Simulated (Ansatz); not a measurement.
BiS:

```
CELL_PARAMETERS angstrom
4.00294 0.00000 0.00000
0.00000 4.00294 0.00000
0.00000 0.00000 4.00294
ATOMIC_POSITIONS crystal
Bi 0.50000 0.50000 0.50000
S 0.00000 0.00000 0.00000
```

The cell was built by a generator and needn't be a form met in nature.

* Program: Ansatz 0.2.0
* Task: relaxation of cell and atoms
* Functional: revPBE
* Potentials or basis: Ansatz PAW
* Cutoff: 420 eV (not typed: the program's choice for these potentials)
* k mesh: 7 × 7 × 7
* Occupations: fermi-dirac, width 0.05 eV
* Spin: no spin polarisation

At the start: volume 32.07 Å³/atom.

Q: Where does the relaxation end?

A: It ends after 6 steps and the volume is 23.70 Å³/atom (-26.1 %); space group Pm-3m (No. 221, to 0.05 Å).

Step by step:
```tsv
step	energy change (eV)	largest force (eV/Å)	volume (Å³)
1	0.0000	0.0000	64.14
2	-0.4992	0.0000	55.21
3	-0.7036	0.0000	47.15
4	-0.7039	0.0000	47.48
5	-0.7039	0.0000	47.41
6	-0.7023	0.0000	47.41
```

Final structure:
```cif
data_structure
_symmetry_space_group_name_H-M 'P 1'
_symmetry_Int_Tables_number 1
_cell_length_a 3.6192
_cell_length_b 3.6192
_cell_length_c 3.6192
_cell_angle_alpha 90.000
_cell_angle_beta 90.000
_cell_angle_gamma 90.000
_cell_volume 47.41
loop_
_atom_site_label
_atom_site_type_symbol
_atom_site_fract_x
_atom_site_fract_y
_atom_site_fract_z
_atom_site_occupancy
Bi1 Bi 0.50000 0.50000 0.50000 1
S1 S 0.00000 0.00000 0.00000 1
```

Caveat: the volume moved by over 15 % at a fixed basis, so the end points are rough; the plane-wave basis is chosen anew once the cell has moved, so the energies of steps on either side of that aren't comparable; the PAW data sets come from PBE, with cores solved anew for the run's functional, which leaves a small shift of forces and pressure.
